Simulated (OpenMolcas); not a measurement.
**V⁴⁺ with 4 ligands (iodide): CASSCF and CASPT2 levels and susceptibility**

Aim: the ligand-field states of V⁴⁺ in this surrounding, its lowest levels with spin-orbit coupling and its magnetic susceptibility.

Program: OpenMolcas 26.06. Level of theory: state-averaged CASSCF and CASPT2, spin-orbit coupling by RASSI with atomic mean-field integrals. These are calculated values, not measurements, unless marked.

## 1. The atom as given

| Item | Value |
| --- | --- |
| Species | V⁴⁺ (vanadium, Z = 23, 19 electrons) |
| Basis | ANO-RCC-VDZP [5s4p2d1f], 206 functions with the ligands |
| Scalar Hamiltonian | DKH2, point nucleus |
| Inactive shells | 1s 2s 2p 3s 3p of the metal, and all ligand shells |
| Active space | 1 electron in 5 orbitals (3d) |
| Some configurations of this space | 3d |
| Orbitals | optimised for each spin and parity, averaged over all roots |

Outer shells as boxes (Hund's rule):

3d
```
3d [↑ ][  ][  ][  ][  ]
```

V⁴⁺ is taken with 4 ligands (iodide) in tetrahedron coordination (Td) at 2.41 Å. Ligand basis ANO-RCC-VDZP. The distances are assumed, not relaxed.

```xyz
5

V     0.0000    0.0000    0.0000
I     1.3914    1.3914    1.3914
I     1.3914   -1.3914   -1.3914
I    -1.3914    1.3914   -1.3914
I    -1.3914   -1.3914    1.3914
```

The work runs as a chain of OpenMolcas steps in one folder; each step below is one input file. Labels, J, g values, rates, χT and fits are worked out afterwards by a script from the matrices that RASSI stores.

## 2. GATEWAY and SEWARD: basis and integrals

The input, a.inp:

```
&GATEWAY
Coord
5

V 0.0 0.0 0.0
I 1.391414 1.391414 1.391414
I 1.391414 -1.391414 -1.391414
I -1.391414 1.391414 -1.391414
I -1.391414 -1.391414 1.391414
Basis=V.ANO-RCC-VDZP,I.ANO-RCC-VDZP
Group=NoSym
NoMove
AngMom=0.0 0.0 0.0
AMFI
RICD
&SEWARD
```

On the command line:

```
> OMP_NUM_THREADS=1 MOLCAS_MEM=2457 MOLCAS_PROJECT=a pymolcas a.inp > a.log
```

## 3. CASSCF: doublets, 5 roots

The input, a.inp:

```
&RASSCF
FileOrb=start.orb
Symmetry=1
Spin=2
nActEl=1 0 0
Inactive=117
Ras2=5
CIRoot=5 5 1
SDav=5
CIMx=300
Iter=150 100
PrWF=0.3
OrbListing=Nothing
MaxOrb=0
LevShft=1.0
>>> COPY $Project.JobIph JOB001
```

start.orb holds start orbitals that the driver prepared beforehand, or those of the step before.

## 4. State interaction with spin-orbit coupling

The input, a.inp:

```
&RASSI
NrOfJobIphs=1 5
1 2 3 4 5
IphNames
JOB001
EJob
SpinOrbit
DIPRint=1.0
SOCoupling=1000.0
Subsets=2
Property=9
'ANGMOM' 1 'ANGMOM' 2 'ANGMOM' 3 'MLTPL  1' 1 'MLTPL  1' 2 'MLTPL  1' 3
'AMFI' 1 'AMFI' 2 'AMFI' 3
SOProperty=3
'ANGMOM' 1 'ANGMOM' 2 'ANGMOM' 3
```

## 5. CASPT2: IPEA 0.25, imaginary shift 0.1 (78 orbitals frozen, the lowest in energy)

The input, a.inp:

```
>>> COPY JOB001 $Project.JobIph
&CASPT2
Multistate=5 1 2 3 4 5
NoMult
Frozen=78
IPEA=0.25
Imaginary=0.1
MaxIter=60
WThr=0.0 0.3 0.05
PrWF=0.5
NoMix
```

(Steps that only read results are left out.)

**Question.** What will these runs give? Wanted: spin-free ground state; first state of the same spin within the active space; lowest level; next level.

**Answer**, as computed:

```
                                            quantity                                                                                 value
                                              method  SS-CASPT2, IPEA 0.25, imaginary shift 0.1 (78 orbitals frozen, the lowest in energy)
                              spin-free ground state                                                        2E, 2-fold in its orbital part
first state of the same spin within the active space                                                                     2T2 at 10000 cm⁻¹
                                        lowest level                                                                             4-fold Γ8
                                          next level                                                                           9086.0 cm⁻¹
                                         χT at 300 K                                                                        0.39 cm³ K/mol
                           effective moment at 300 K                                                                               1.77 μB
```

Cost by method:

```tsv
method	time of its own steps	time with the reference
A. CASSCF	2.4 min	2.4 min
B. SS-CASPT2, IPEA 0.25, imaginary shift 0.1 (78 orbitals frozen, the lowest in energy)	3.6 min	6 min
```

Times are of one thread on a shared host.

What this shows: The spin-free ground state (2E) is 2-fold and keeps the highest spin of the shell. χT at 300 K is 0.39, against 0.38 cm³ K/mol for the spin alone; near agreement at one temperature doesn't show that the orbital moment is quenched. A ligand-field fit to the states below 45000 cm-1 gives 10Dq = -9999 cm-1, the gap between the two states. CASPT2 does not keep the components of a term degenerate, and the means are used. An orbital doublet at a regular site is open to a Jahn-Teller distortion, which this geometry leaves out. The frozen orbitals are chosen by energy, so an outer shell of the metal can be frozen while a deeper shell elsewhere is correlated. The bonds are covalent and no ligand orbital is active, so the numbers are rough.
